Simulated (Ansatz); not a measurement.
Debugging a formation energy from the elements of Ca3Mg and its elements (the Ansatz DFT code, driven from Python).

Run as a notebook:

**Cell 1**
```python
from collections import Counter
import warnings

import ansatz as az
from ase import Atoms
import numpy as np
from tabulate import tabulate
```

**Cell 2**
```python
def ground_state(name, crystal):
    calc = (
        crystal.calculation()
        .functional("lda")
        .basis(470)
        .kpoints(spacing=0.27)
        .occupations("fermi_dirac", width=0.1)
        .stress()
    )
    calc = calc.relax(force_tolerance=0.03, max_steps=30, cell=True)
    return calc.run(threads=1, pin="off")
```

**Cell 3**
```python
def counts(outcome):
    return Counter(site.symbol for site in outcome.lattice.sites)
```

**Cell 4**
```python
def formation_energy(outcome, mu):
    n = counts(outcome)
    return (outcome.report["energy_sigma0_ev"] - sum(k * mu[element] for element, k in n.items())) / sum(n.values())
```

**Cell 5**
```python
def volume_per_atom(outcome):
    return abs(np.linalg.det(outcome.lattice.cell_ang)) / len(outcome.lattice.sites)

warnings.simplefilter("ignore")
```

**Cell 6**
```python
phases = {}
atoms = Atoms(
    ["Ca", "Ca", "Ca", "Mg"],
    scaled_positions=[
        [0.5, 0.5, 0.5],
        [0.25, 0.25, 0.25],
        [0.75, 0.75, 0.75],
        [0.0, 0.0, 0.0],
    ],
    cell=[
        [0.0, 4.159925, 4.159925],
        [4.159925, 0.0, 4.159925],
        [4.159925, 4.159925, 0.0],
    ],
    pbc=True,
)
ca3mg = az.Crystal.from_ase(atoms)
phases["Ca3Mg"] = ca3mg
ca = (
    az.Lattice.from_parameters(3.951596, 3.951596, 3.951596, alpha=60.0, beta=60.0, gamma=60.0)
    .atom("Ca", [0.0, 0.0, 0.0])
)
phases["Ca"] = ca
atoms = Atoms(
    ["Mg", "Mg"],
    scaled_positions=[
        [1 / 3, 2 / 3, 0.25],
        [2 / 3, 1 / 3, 0.75],
    ],
    cell=[
        [3.2093, 0.0, 0.0],
        [-1.60465, 2.779335, 0.0],
        [0.0, 0.0, 5.2103],
    ],
    pbc=True,
)
mg = az.Crystal.from_ase(atoms)
phases["Mg"] = mg
```

**Cell 7**
```python
done = {}
for name, crystal in phases.items():
    done[name] = ground_state(name, crystal)
    print(f"{name}: {done[name].report()['energy_sigma0_ev']:.4f} eV, {len(done[name].lattice.sites)} atoms")
```
Output:
```text
Traceback (most recent call last):
  File "<cell 7>", line 4, in <module>
    print(f"{name}: {done[name].report()['energy_sigma0_ev']:.4f} eV, {len(done[name].lattice.sites)} atoms")
                     ~~~~~~~~~~~~~~~~~^^
TypeError: 'dict' object is not callable
```

Why does it end like this?

The fault: report is a dict, not a method. Mended:

```diff
--- before
+++ after
@@
     done[name] = ground_state(name, crystal)
-    print(f"{name}: {done[name].report()['energy_sigma0_ev']:.4f} eV, {len(done[name].lattice.sites)} atoms")
+    print(f"{name}: {done[name].report['energy_sigma0_ev']:.4f} eV, {len(done[name].lattice.sites)} atoms")
```

Notebook, run cell by cell (the value of a cell's last expression is shown):

(earlier cells as before)

```python
done = {}
for name, crystal in phases.items():
    done[name] = ground_state(name, crystal)
    print(f"{name}: {done[name].report['energy_sigma0_ev']:.4f} eV, {len(done[name].lattice.sites)} atoms")
```

    Ca3Mg: -7219.4110 eV, 4 atoms
    Ca: -1772.6065 eV, 1 atoms
    Mg: -3803.1997 eV, 2 atoms

```python
references = {"Ca": "Ca", "Mg": "Mg"}
mu = {element: done[name].report["energy_sigma0_ev"] / len(done[name].lattice.sites) for element, name in references.items()}
```

```python
target = done["Ca3Mg"]
heat = formation_energy(target, mu)
rows = [(name, len(o.lattice.sites), volume_per_atom(o), formation_energy(o, mu)) for name, o in done.items()]
print(tabulate(rows, headers=["phase", "atoms", "V (A^3/atom)", "E_form (eV/atom)"], floatfmt=".4f", tablefmt="github"))
```

    | phase   |   atoms |   V (A^3/atom) |   E_form (eV/atom) |
    |---------|---------|----------------|--------------------|
    | Ca3Mg   |       4 |        32.7068 |             0.0021 |
    | Ca      |       1 |        38.1446 |             0.0000 |
    | Mg      |       2 |        21.6280 |             0.0000 |

Caveats:
- Absolute energies stand on the zero of these potentials, so only differences at equal settings mean something.
- For the metals among these phases the mesh is modest: differences between phases can be off by up to 40 meV an atom.
- The cells come from databases of deposited and of computed structures, and not all need be stable phases.
- The compound is the structure given, not necessarily its lowest; energies are at zero temperature, with no correction for gases. A semilocal functional's error on such energies is often 0.05 to 0.1 eV an atom, and 0.1 to 0.3 eV against gases such as O2 or F2.
- Run time: 13 s on 1 thread of Arm Neoverse V2, on a shared host, peak memory 0.44 GiB.
